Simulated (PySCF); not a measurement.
**Pb⁶⁴⁺, Pb⁶⁵⁺, Pb⁶⁶⁺: ionisation energies in even-tempered 17s12p4d4f, part 1 of 2**

Each state of lead is computed at each level; their differences give the ionisation energy. How far do the methods differ?

Method: unrestricted determinants in a Gaussian basis, no spin-orbit coupling in the energies. Code: PySCF 2.14.0.

## (1) The atom as given

* Element: lead (Z = 82)
* Basis: an uncontracted even-tempered set (17 s from 19 bohr⁻², ratio 2.5; 12 p from 25 bohr⁻², ratio 2.5; 4 d from 100 bohr⁻², ratio 2.7; 4 f from 150 bohr⁻², ratio 2.7)
* Hamiltonian: the spin-free X2C one-electron Hamiltonian (Gaussian nucleus)
* State 1: Pb⁶⁴⁺: [Ar], closed-shell 1S
* State 2: Pb⁶⁵⁺: [Ne] 3s2 3p5, 2P determinant
* State 3: Pb⁶⁶⁺: [Ne] 3s2 3p4, high-spin 3P determinant
* Needed too, but not shown: Pb⁶⁷⁺ [Ne] 3s2 3p3 (4S)
* Methods: UHF, LDA, PBE, PBE0, r2SCAN, PBEsol, B3LYP, MP2
* Core shells frozen in the correlated runs: outer shells: 1s2 (for Pb⁶⁴⁺)

Outer shells as boxes (Hund's rule):

Pb64+ [Ar]
```
[Ne] core
3s [↑↓]
3p [↑↓][↑↓][↑↓]
```

Pb65+ [Ne] 3s2 3p5
```
[Ne] core
3s [↑↓]
3p [↑↓][↑↓][↑ ]
```

Pb66+ [Ne] 3s2 3p4
```
[Ne] core
3s [↑↓]
3p [↑↓][↑ ][↑ ]
```

One driver process ran all states and methods and kept the integrals in memory. Each run is shown as a PySCF script that sums up its settings (the driver passes frozen orbitals as a list and adds second-order terms of double hybrids); the logs are those of the runs themselves. The driver starts from symmetry-adapted Hartree-Fock orbitals, holds the occupation by maximum overlap and uses a logarithmic radial grid for functionals, so a plain start would take other cycles.

The integrals over 101 functions and the set-up took 0.2 s of CPU time.

## (2) Pb⁶⁴⁺: the ladder of methods

Level: UHF.

input.py

```python
from pyscf import gto, scf, dft, mp, cc
mol = gto.M(atom="Pb 0 0 0", charge=64, spin=0, symmetry="D2h",
            basis=gto.etbs([(0, 17, 19, 2.5), (1, 12, 25, 2.5), (2, 4, 100, 2.7), (3, 4, 150, 2.7)]),
            nucmod="G")
mf = scf.UHF(mol).sfx2c1e()
mf.irrep_nelec = {'Ag': (3, 3), 'B1u': (2, 2), 'B2u': (2, 2), 'B3u': (2, 2)}
mf.kernel()
```

What it wrote:

```text
damping factor = 0
level_shift factor = 0
DIIS = <class 'pyscf.scf.diis.CDIIS'>
diis_start_cycle = 1
diis_space = 10
diis_damp = 0
SCF conv_tol = 1e-09
SCF conv_tol_grad = None
number electrons alpha = 9  beta = 9
cycle= 1 E= -16323.2687309196  delta_E= 1.27e-11  |g|= 2.22e-06  |ddm|= 6.66e-07
converged SCF energy = -16323.2687309196  <S^2> = 3.5527137e-15  2S+1 = 1
```

It used 2.9 s of CPU time after the integrals (shared host).

Orbital energies by shell (radii are means over both spins):

```tsv
shell	electrons	mean orbital energy (eV)	spread (eV)	rms radius (bohr)
1s	2	-93597.1	0	0.0181
2s	2	-20930.0	0	0.0723
2p	6	-18742.1	0	0.0664
3s	2	-8203.2	0	0.175
3p	6	-7543.2	0	0.175
```

⟨S²⟩ = 0.000, ⟨L²⟩ = 0.00.

Spin-orbit constants on these orbitals (cm⁻¹; bare nucleus, screened nucleus, mean field): 2p 11000000, 10730000, 10640000; 3p 2858000, 2788000, 2769000.

The p, d and f levels are scalar averages; spin-orbit coupling splits them strongly at this Z.

Level: LDA.

input.py, as changed from the run before:

```diff
@@ -4,3 +4,3 @@
             nucmod="G")
-mf = scf.UHF(mol).sfx2c1e()
+mf = dft.UKS(mol, xc="LDA,VWN").sfx2c1e()
 mf.irrep_nelec = {'Ag': (3, 3), 'B1u': (2, 2), 'B2u': (2, 2), 'B3u': (2, 2)}
```

What it wrote:

```text
damping factor = 0
level_shift factor = 0
DIIS = <class 'pyscf.scf.diis.CDIIS'>
diis_start_cycle = 1
diis_space = 10
diis_damp = 0
SCF conv_tol = 1e-09
SCF conv_tol_grad = None
number electrons alpha = 9  beta = 9
XC functionals = LDA,VWN
    P. A. M. Dirac.,  Math. Proc. Cambridge Philos. Soc. 26, 376 (1930)
    F. Bloch.,  Z. Phys. 57, 545 (1929)
    S. H. Vosko, L. Wilk, and M. Nusair.,  Can. J. Phys. 58, 1200 (1980)
cycle= 1 E= -16312.7632241955  delta_E= -0.0257  |g|= 0.0841  |ddm|= 0.0277
cycle= 2 E= -16312.7632291435  delta_E= -4.95e-06  |g|= 0.00399  |ddm|= 0.000375
cycle= 3 E= -16312.7632291656  delta_E= -2.22e-08  |g|= 9.31e-05  |ddm|= 3.03e-05
cycle= 4 E= -16312.7632291657  delta_E= -2.73e-11  |g|= 7.62e-07  |ddm|= 1.2e-06
converged SCF energy = -16312.7632291657  <S^2> = -1.7763568e-15  2S+1 = 1
```

CPU time 0.46 s on a shared host, the integrals not counted.

Level: PBE.

input.py, as changed from the run before:

```diff
@@ -4,3 +4,3 @@
             nucmod="G")
-mf = dft.UKS(mol, xc="LDA,VWN").sfx2c1e()
+mf = dft.UKS(mol, xc="PBE").sfx2c1e()
 mf.irrep_nelec = {'Ag': (3, 3), 'B1u': (2, 2), 'B2u': (2, 2), 'B3u': (2, 2)}
```

What it wrote:

```text
damping factor = 0
level_shift factor = 0
DIIS = <class 'pyscf.scf.diis.CDIIS'>
diis_start_cycle = 1
diis_space = 10
diis_damp = 0
SCF conv_tol = 1e-09
SCF conv_tol_grad = None
number electrons alpha = 9  beta = 9
XC functionals = PBE
    J. P. Perdew, K. Burke, and M. Ernzerhof.,  Phys. Rev. Lett. 77, 3865 (1996)
    J. P. Perdew, K. Burke, and M. Ernzerhof.,  Phys. Rev. Lett. 78, 1396 (1997)
    J. P. Perdew, K. Burke, and M. Ernzerhof.,  Phys. Rev. Lett. 77, 3865 (1996)
    J. P. Perdew, K. Burke, and M. Ernzerhof.,  Phys. Rev. Lett. 78, 1396 (1997)
cycle= 1 E= -16325.8338716728  delta_E= -0.0193  |g|= 0.022  |ddm|= 0.017
cycle= 2 E= -16325.83387217  delta_E= -4.97e-07  |g|= 0.000558  |ddm|= 0.000339
cycle= 3 E= -16325.8338721711  delta_E= -1.06e-09  |g|= 4.16e-05  |ddm|= 1.07e-05
cycle= 4 E= -16325.8338721711  delta_E= -3.64e-12  |g|= 2.42e-07  |ddm|= 4.91e-07
converged SCF energy = -16325.8338721711  <S^2> = 1.7763568e-15  2S+1 = 1
```

CPU time 0.54 s on a shared host, the integrals not counted.

Level: PBE0.

input.py, as changed from the run before:

```diff
@@ -4,3 +4,3 @@
             nucmod="G")
-mf = dft.UKS(mol, xc="PBE").sfx2c1e()
+mf = dft.UKS(mol, xc="PBE0").sfx2c1e()
 mf.irrep_nelec = {'Ag': (3, 3), 'B1u': (2, 2), 'B2u': (2, 2), 'B3u': (2, 2)}
```

What it wrote:

```text
damping factor = 0
level_shift factor = 0
DIIS = <class 'pyscf.scf.diis.CDIIS'>
diis_start_cycle = 1
diis_space = 10
diis_damp = 0
SCF conv_tol = 1e-09
SCF conv_tol_grad = None
number electrons alpha = 9  beta = 9
XC functionals = PBE0
    C. Adamo and V. Barone.,  J. Chem. Phys. 110, 6158 (1999)
    M. Ernzerhof and G. E. Scuseria.,  J. Chem. Phys. 110, 5029 (1999)
cycle= 1 E= -16325.4094774074  delta_E= -0.0108  |g|= 0.0182  |ddm|= 0.0126
cycle= 2 E= -16325.4094776668  delta_E= -2.59e-07  |g|= 0.000326  |ddm|= 0.000267
cycle= 3 E= -16325.4094776671  delta_E= -2.75e-10  |g|= 2.21e-05  |ddm|= 4.19e-06
converged SCF energy = -16325.4094776671  <S^2> = -1.7763568e-15  2S+1 = 1
```

CPU time 0.91 s on a shared host, the integrals not counted.

Level: r2SCAN.

input.py, as changed from the run before:

```diff
@@ -4,3 +4,3 @@
             nucmod="G")
-mf = dft.UKS(mol, xc="PBE0").sfx2c1e()
+mf = dft.UKS(mol, xc="R2SCAN").sfx2c1e()
 mf.irrep_nelec = {'Ag': (3, 3), 'B1u': (2, 2), 'B2u': (2, 2), 'B3u': (2, 2)}
```

What it wrote:

```text
damping factor = 0
level_shift factor = 0
DIIS = <class 'pyscf.scf.diis.CDIIS'>
diis_start_cycle = 1
diis_space = 10
diis_damp = 0
SCF conv_tol = 1e-09
SCF conv_tol_grad = None
number electrons alpha = 9  beta = 9
XC functionals = R2SCAN
    J. W. Furness, A. D. Kaplan, J. Ning, J. P. Perdew, and J. Sun.,  J. Phys. Chem. Lett. 11, 8208-8215 (2020)
    J. W. Furness, A. D. Kaplan, J. Ning, J. P. Perdew, and J. Sun.,  J. Phys. Chem. Lett. 11, 9248-9248 (2020)
    J. W. Furness, A. D. Kaplan, J. Ning, J. P. Perdew, and J. Sun.,  J. Phys. Chem. Lett. 11, 8208-8215 (2020)
    J. W. Furness, A. D. Kaplan, J. Ning, J. P. Perdew, and J. Sun.,  J. Phys. Chem. Lett. 11, 9248-9248 (2020)
cycle= 1 E= -16325.6395871205  delta_E= -0.00959  |g|= 0.0245  |ddm|= 0.0148
cycle= 2 E= -16325.6395873023  delta_E= -1.82e-07  |g|= 0.000636  |ddm|= 9.17e-05
cycle= 3 E= -16325.6395873028  delta_E= -5.29e-10  |g|= 2.89e-05  |ddm|= 4.79e-06
converged SCF energy = -16325.6395873028  <S^2> = 0  2S+1 = 1
```

CPU time 1.3 s on a shared host, the integrals not counted.

Level: PBEsol.

input.py, as changed from the run before:

```diff
@@ -4,3 +4,3 @@
             nucmod="G")
-mf = dft.UKS(mol, xc="R2SCAN").sfx2c1e()
+mf = dft.UKS(mol, xc="PBEsol").sfx2c1e()
 mf.irrep_nelec = {'Ag': (3, 3), 'B1u': (2, 2), 'B2u': (2, 2), 'B3u': (2, 2)}
```

What it wrote:

```text
damping factor = 0
level_shift factor = 0
DIIS = <class 'pyscf.scf.diis.CDIIS'>
diis_start_cycle = 1
diis_space = 10
diis_damp = 0
SCF conv_tol = 1e-09
SCF conv_tol_grad = None
number electrons alpha = 9  beta = 9
XC functionals = PBEsol
    J. P. Perdew, A. Ruzsinszky, G. I. Csonka, O. A. Vydrov, G. E. Scuseria, L. A. Constantin, X. Zhou, and K. Burke.,  Phys. Rev. Lett. 100, 136406 (2008)
    J. P. Perdew, A. Ruzsinszky, G. I. Csonka, O. A. Vydrov, G. E. Scuseria, L. A. Constantin, X. Zhou, and K. Burke.,  Phys. Rev. Lett. 100, 136406 (2008)
cycle= 1 E= -16320.1686602322  delta_E= -0.0192  |g|= 0.0343  |ddm|= 0.0197
cycle= 2 E= -16320.1686611625  delta_E= -9.3e-07  |g|= 0.00143  |ddm|= 0.000261
cycle= 3 E= -16320.1686611648  delta_E= -2.23e-09  |g|= 3.14e-05  |ddm|= 7.95e-06
cycle= 4 E= -16320.1686611648  delta_E= -1.27e-11  |g|= 7.23e-07  |ddm|= 4.42e-07
converged SCF energy = -16320.1686611648  <S^2> = 1.7763568e-15  2S+1 = 1
```

CPU time 0.54 s on a shared host, the integrals not counted.

Level: B3LYP.

input.py, as changed from the run before:

```diff
@@ -4,3 +4,3 @@
             nucmod="G")
-mf = dft.UKS(mol, xc="PBEsol").sfx2c1e()
+mf = dft.UKS(mol, xc="B3LYP").sfx2c1e()
 mf.irrep_nelec = {'Ag': (3, 3), 'B1u': (2, 2), 'B2u': (2, 2), 'B3u': (2, 2)}
```

What it wrote:

```text
damping factor = 0
level_shift factor = 0
DIIS = <class 'pyscf.scf.diis.CDIIS'>
diis_start_cycle = 1
diis_space = 10
diis_damp = 0
SCF conv_tol = 1e-09
SCF conv_tol_grad = None
number electrons alpha = 9  beta = 9
XC functionals = B3LYP
    P. J. Stephens, F. J. Devlin, C. F. Chabalowski, and M. J. Frisch.,  J. Phys. Chem. 98, 11623 (1994)
cycle= 1 E= -16325.6257754807  delta_E= -0.0131  |g|= 0.0178  |ddm|= 0.0143
cycle= 2 E= -16325.6257759033  delta_E= -4.23e-07  |g|= 0.000609  |ddm|= 0.000328
cycle= 3 E= -16325.6257759042  delta_E= -9.24e-10  |g|= 3.71e-05  |ddm|= 7.95e-06
cycle= 4 E= -16325.6257759042  delta_E= 1.09e-11  |g|= 1.53e-07  |ddm|= 3.76e-07
converged SCF energy = -16325.6257759042  <S^2> = -1.7763568e-15  2S+1 = 1
```

CPU time 1.1 s on a shared host, the integrals not counted.

Level: MP2 (outer shells).

input.py, as changed from the run before:

```diff
@@ -4,4 +4,5 @@
             nucmod="G")
-mf = dft.UKS(mol, xc="B3LYP").sfx2c1e()
+mf = scf.UHF(mol).sfx2c1e()
 mf.irrep_nelec = {'Ag': (3, 3), 'B1u': (2, 2), 'B2u': (2, 2), 'B3u': (2, 2)}
 mf.kernel()
+mp.UMP2(mf, frozen=1).kernel()
```

The driver printed no log here.

It used 0.91 s of CPU time after the integrals (shared host).

With 16 electrons correlated, the MP2 correlation energy is -0.71523 hartree (-0.20404 same spin, -0.51119 opposite spin); the SCS form gives -0.68144. Largest pairs of shells: 3p-3p -0.2102, 2p-2p -0.1954, 2p-3p -0.1338, 2s-2p -0.0596, 3s-3p -0.0383.

Radial density 4πr²ρ of Pb⁶⁴⁺ at UHF, without picture-change correction:

```tsv
r (bohr)	density
0.000324	4.85
0.000545	9.59
0.000917	18.4
0.00154	33.9
0.00259	58.6
0.00436	90.5
0.00734	116
0.0123	115
0.0208	100
0.0349	130
0.0587	126
0.0988	54.4
0.166	61.1
0.280	7.97
0.470	0.0328
```

## (3) Pb⁶⁵⁺

Level: UHF.

input.py

```python
from pyscf import gto, scf, dft, mp, cc
mol = gto.M(atom="Pb 0 0 0", charge=65, spin=1, symmetry="D2h",
            basis=gto.etbs([(0, 17, 19, 2.5), (1, 12, 25, 2.5), (2, 4, 100, 2.7), (3, 4, 150, 2.7)]),
            nucmod="G")
mf = scf.UHF(mol).sfx2c1e()
mf.irrep_nelec = {'Ag': (3, 3), 'B1u': (2, 2), 'B2u': (2, 2), 'B3u': (2, 1)}
mf.kernel()
```

What it wrote:

```text
damping factor = 0
level_shift factor = 0
DIIS = <class 'pyscf.scf.diis.CDIIS'>
diis_start_cycle = 1
diis_space = 10
diis_damp = 0
SCF conv_tol = 1e-09
SCF conv_tol_grad = None
number electrons alpha = 9  beta = 8
cycle= 1 E= -16046.1133740168  delta_E= -0.00765  |g|= 0.067  |ddm|= 0.0192
cycle= 2 E= -16046.113437684  delta_E= -6.37e-05  |g|= 0.00684  |ddm|= 0.00182
cycle= 3 E= -16046.1134383649  delta_E= -6.81e-07  |g|= 3.83e-05  |ddm|= 0.000207
cycle= 4 E= -16046.1134383649  delta_E= -1.27e-11  |g|= 9.65e-07  |ddm|= 7.39e-07
converged SCF energy = -16046.1134383649  <S^2> = 0.7501996  2S+1 = 2.0001996
```

It used 2.8 s of CPU time after the integrals (shared host).

The occupied shells:

```tsv
shell	electrons	mean orbital energy (eV)	spread (eV)	rms radius (bohr)
1s α	1	-93822.7	0	0.0181
1s β	1	-93813.8	0	0.0181
2s α	1	-21120.4	0	0.0722
2s β	1	-21114.9	0	0.0722
2p α	3	-18937.0	12.486	0.0663
2p β	3	-18926.2	10.986	0.0663
3s α	1	-8351.5	0	0.174
3s β	1	-8319.3	0	0.174
3p α	3	-7692.1	18.447	0.175
3p β	2	-7677.3	0	0.175
```

⟨S²⟩ = 0.750, ⟨L²⟩ = 2.00.

Spin-orbit constants on these orbitals (cm⁻¹; bare nucleus, screened nucleus, mean field): 3p 2890000, 2820000, 2802000. To first order in LS coupling the lowest level has J = 3/2 and lies 174 eV below the centre of the term.

Spin-orbit coupling, absent here, splits the open shell strongly.

Level: LDA.

input.py, as changed from the run before:

```diff
@@ -4,3 +4,3 @@
             nucmod="G")
-mf = scf.UHF(mol).sfx2c1e()
+mf = dft.UKS(mol, xc="LDA,VWN").sfx2c1e()
 mf.irrep_nelec = {'Ag': (3, 3), 'B1u': (2, 2), 'B2u': (2, 2), 'B3u': (2, 1)}
```

What it wrote:

```text
damping factor = 0
level_shift factor = 0
DIIS = <class 'pyscf.scf.diis.CDIIS'>
diis_start_cycle = 1
diis_space = 10
diis_damp = 0
SCF conv_tol = 1e-09
SCF conv_tol_grad = None
number electrons alpha = 9  beta = 8
XC functionals = LDA,VWN
    P. A. M. Dirac.,  Math. Proc. Cambridge Philos. Soc. 26, 376 (1930)
    F. Bloch.,  Z. Phys. 57, 545 (1929)
    S. H. Vosko, L. Wilk, and M. Nusair.,  Can. J. Phys. 58, 1200 (1980)
cycle= 1 E= -16035.6103545832  delta_E= -0.0283  |g|= 0.0859  |ddm|= 0.0277
cycle= 2 E= -16035.6103615606  delta_E= -6.98e-06  |g|= 0.00404  |ddm|= 0.00049
cycle= 3 E= -16035.6103615836  delta_E= -2.3e-08  |g|= 8.78e-05  |ddm|= 3.06e-05
cycle= 4 E= -16035.6103615836  delta_E= -5.46e-12  |g|= 7.64e-07  |ddm|= 1.01e-06
converged SCF energy = -16035.6103615836  <S^2> = 0.75002884  2S+1 = 2.0000288
```

It used 0.4 s of CPU time after the integrals (shared host).

Level: PBE.

input.py, as changed from the run before:

```diff
@@ -4,3 +4,3 @@
             nucmod="G")
-mf = dft.UKS(mol, xc="LDA,VWN").sfx2c1e()
+mf = dft.UKS(mol, xc="PBE").sfx2c1e()
 mf.irrep_nelec = {'Ag': (3, 3), 'B1u': (2, 2), 'B2u': (2, 2), 'B3u': (2, 1)}
```

What it wrote:

```text
damping factor = 0
level_shift factor = 0
DIIS = <class 'pyscf.scf.diis.CDIIS'>
diis_start_cycle = 1
diis_space = 10
diis_damp = 0
SCF conv_tol = 1e-09
SCF conv_tol_grad = None
number electrons alpha = 9  beta = 8
XC functionals = PBE
    J. P. Perdew, K. Burke, and M. Ernzerhof.,  Phys. Rev. Lett. 77, 3865 (1996)
    J. P. Perdew, K. Burke, and M. Ernzerhof.,  Phys. Rev. Lett. 78, 1396 (1997)
    J. P. Perdew, K. Burke, and M. Ernzerhof.,  Phys. Rev. Lett. 77, 3865 (1996)
    J. P. Perdew, K. Burke, and M. Ernzerhof.,  Phys. Rev. Lett. 78, 1396 (1997)
cycle= 1 E= -16048.6397090337  delta_E= -0.0227  |g|= 0.0299  |ddm|= 0.0203
cycle= 2 E= -16048.6397110317  delta_E= -2e-06  |g|= 0.000561  |ddm|= 0.000403
cycle= 3 E= -16048.6397110328  delta_E= -1.09e-09  |g|= 2.38e-05  |ddm|= 8.18e-06
cycle= 4 E= -16048.6397110328  delta_E= -3.64e-12  |g|= 1.25e-06  |ddm|= 3.08e-07
converged SCF energy = -16048.6397110328  <S^2> = 0.75005204  2S+1 = 2.000052
```

It used 0.52 s of CPU time after the integrals (shared host).

Level: PBE0.

input.py, as changed from the run before:

```diff
@@ -4,3 +4,3 @@
             nucmod="G")
-mf = dft.UKS(mol, xc="PBE").sfx2c1e()
+mf = dft.UKS(mol, xc="PBE0").sfx2c1e()
 mf.irrep_nelec = {'Ag': (3, 3), 'B1u': (2, 2), 'B2u': (2, 2), 'B3u': (2, 1)}
```

What it wrote:

```text
damping factor = 0
level_shift factor = 0
DIIS = <class 'pyscf.scf.diis.CDIIS'>
diis_start_cycle = 1
diis_space = 10
diis_damp = 0
SCF conv_tol = 1e-09
SCF conv_tol_grad = None
number electrons alpha = 9  beta = 8
XC functionals = PBE0
    C. Adamo and V. Barone.,  J. Chem. Phys. 110, 6158 (1999)
    M. Ernzerhof and G. E. Scuseria.,  J. Chem. Phys. 110, 5029 (1999)
cycle= 1 E= -16048.2043869477  delta_E= -0.0148  |g|= 0.0297  |ddm|= 0.018
cycle= 2 E= -16048.2043918642  delta_E= -4.92e-06  |g|= 0.00093  |ddm|= 0.000561
cycle= 3 E= -16048.2043918727  delta_E= -8.56e-09  |g|= 2.57e-05  |ddm|= 2.26e-05
cycle= 4 E= -16048.2043918728  delta_E= -1.09e-11  |g|= 9.01e-07  |ddm|= 5.82e-07
converged SCF energy = -16048.2043918728  <S^2> = 0.75007976  2S+1 = 2.0000798
```

It used 1.1 s of CPU time after the integrals (shared host).

Level: r2SCAN.

input.py, as changed from the run before:

```diff
@@ -4,3 +4,3 @@
             nucmod="G")
-mf = dft.UKS(mol, xc="PBE0").sfx2c1e()
+mf = dft.UKS(mol, xc="R2SCAN").sfx2c1e()
 mf.irrep_nelec = {'Ag': (3, 3), 'B1u': (2, 2), 'B2u': (2, 2), 'B3u': (2, 1)}
```

What it wrote:

```text
damping factor = 0
level_shift factor = 0
DIIS = <class 'pyscf.scf.diis.CDIIS'>
diis_start_cycle = 1
diis_space = 10
diis_damp = 0
SCF conv_tol = 1e-09
SCF conv_tol_grad = None
number electrons alpha = 9  beta = 8
XC functionals = R2SCAN
    J. W. Furness, A. D. Kaplan, J. Ning, J. P. Perdew, and J. Sun.,  J. Phys. Chem. Lett. 11, 8208-8215 (2020)
    J. W. Furness, A. D. Kaplan, J. Ning, J. P. Perdew, and J. Sun.,  J. Phys. Chem. Lett. 11, 9248-9248 (2020)
    J. W. Furness, A. D. Kaplan, J. Ning, J. P. Perdew, and J. Sun.,  J. Phys. Chem. Lett. 11, 8208-8215 (2020)
    J. W. Furness, A. D. Kaplan, J. Ning, J. P. Perdew, and J. Sun.,  J. Phys. Chem. Lett. 11, 9248-9248 (2020)
cycle= 1 E= -16048.3835353066  delta_E= -0.0146  |g|= 0.0365  |ddm|= 0.0212
cycle= 2 E= -16048.3835396935  delta_E= -4.39e-06  |g|= 0.000999  |ddm|= 0.000482
cycle= 3 E= -16048.3835396984  delta_E= -4.82e-09  |g|= 3.54e-05  |ddm|= 1.58e-05
cycle= 4 E= -16048.3835396984  delta_E= -1.09e-11  |g|= 1.19e-06  |ddm|= 4.34e-07
converged SCF energy = -16048.3835396984  <S^2> = 0.75011669  2S+1 = 2.0001167
```

It used 1.3 s of CPU time after the integrals (shared host).

Level: PBEsol.

input.py, as changed from the run before:

```diff
@@ -4,3 +4,3 @@
             nucmod="G")
-mf = dft.UKS(mol, xc="R2SCAN").sfx2c1e()
+mf = dft.UKS(mol, xc="PBEsol").sfx2c1e()
 mf.irrep_nelec = {'Ag': (3, 3), 'B1u': (2, 2), 'B2u': (2, 2), 'B3u': (2, 1)}
```

What it wrote:

```text
damping factor = 0
level_shift factor = 0
DIIS = <class 'pyscf.scf.diis.CDIIS'>
diis_start_cycle = 1
diis_space = 10
diis_damp = 0
SCF conv_tol = 1e-09
SCF conv_tol_grad = None
number electrons alpha = 9  beta = 8
XC functionals = PBEsol
    J. P. Perdew, A. Ruzsinszky, G. I. Csonka, O. A. Vydrov, G. E. Scuseria, L. A. Constantin, X. Zhou, and K. Burke.,  Phys. Rev. Lett. 100, 136406 (2008)
    J. P. Perdew, A. Ruzsinszky, G. I. Csonka, O. A. Vydrov, G. E. Scuseria, L. A. Constantin, X. Zhou, and K. Burke.,  Phys. Rev. Lett. 100, 136406 (2008)
cycle= 1 E= -16043.0086900281  delta_E= -0.0223  |g|= 0.0395  |ddm|= 0.0222
cycle= 2 E= -16043.0086926535  delta_E= -2.63e-06  |g|= 0.00162  |ddm|= 0.00037
cycle= 3 E= -16043.0086926572  delta_E= -3.75e-09  |g|= 4.43e-05  |ddm|= 1.17e-05
cycle= 4 E= -16043.0086926572  delta_E=    0  |g|= 1.12e-06  |ddm|= 5.1e-07
converged SCF energy = -16043.0086926572  <S^2> = 0.75004404  2S+1 = 2.000044
```

It used 0.52 s of CPU time after the integrals (shared host).

Level: B3LYP.

input.py, as changed from the run before:

```diff
@@ -4,3 +4,3 @@
             nucmod="G")
-mf = dft.UKS(mol, xc="PBEsol").sfx2c1e()
+mf = dft.UKS(mol, xc="B3LYP").sfx2c1e()
 mf.irrep_nelec = {'Ag': (3, 3), 'B1u': (2, 2), 'B2u': (2, 2), 'B3u': (2, 1)}
```

What it wrote:

```text
damping factor = 0
level_shift factor = 0
DIIS = <class 'pyscf.scf.diis.CDIIS'>
diis_start_cycle = 1
diis_space = 10
diis_damp = 0
SCF conv_tol = 1e-09
SCF conv_tol_grad = None
number electrons alpha = 9  beta = 8
XC functionals = B3LYP
    P. J. Stephens, F. J. Devlin, C. F. Chabalowski, and M. J. Frisch.,  J. Phys. Chem. 98, 11623 (1994)
cycle= 1 E= -16048.4139673307  delta_E= -0.0168  |g|= 0.0275  |ddm|= 0.0187
cycle= 2 E= -16048.4139709639  delta_E= -3.63e-06  |g|= 0.000813  |ddm|= 0.000509
cycle= 3 E= -16048.413970969  delta_E= -5.03e-09  |g|= 3.65e-05  |ddm|= 1.71e-05
cycle= 4 E= -16048.413970969  delta_E= 3.64e-12  |g|= 1.51e-06  |ddm|= 5.66e-07
converged SCF energy = -16048.413970969  <S^2> = 0.75006966  2S+1 = 2.0000697
```

CPU time 1.1 s on a shared host, the integrals not counted.

Level: MP2 (outer shells).

input.py, as changed from the run before:

```diff
@@ -4,4 +4,5 @@
             nucmod="G")
-mf = dft.UKS(mol, xc="B3LYP").sfx2c1e()
+mf = scf.UHF(mol).sfx2c1e()
 mf.irrep_nelec = {'Ag': (3, 3), 'B1u': (2, 2), 'B2u': (2, 2), 'B3u': (2, 1)}
 mf.kernel()
+mp.UMP2(mf, frozen=1).kernel()
```

This step left no log, only its results.

It used 0.9 s of CPU time after the integrals (shared host).

With 15 electrons correlated, the MP2 correlation energy is -0.67097 hartree (-0.18616 same spin, -0.48481 opposite spin); the SCS form gives -0.64382. Largest pairs of shells: 2p-2p -0.2001, 3p-3p -0.1446, 2p-3p -0.1165, 3s-3p -0.0657, 2s-2p -0.0612.

Radial density 4πr²ρ of Pb⁶⁵⁺ at UHF, without picture-change correction:

```tsv
r (bohr)	density	spin density
0.000324	4.85	0.000
0.000545	9.60	0.000
0.000917	18.4	0.001
0.00154	34.0	0.002
0.00259	58.6	0.008
0.00436	90.5	0.037
0.00734	116	0.161
0.0123	114	0.630
0.0208	98.4	1.866
0.0349	127	3.032
0.0587	125	0.797
0.0988	52.3	2.344
0.166	53.9	7.378
0.280	6.75	0.979
0.470	0.0275	0.004
```

(Continued in part 2 of 2.)
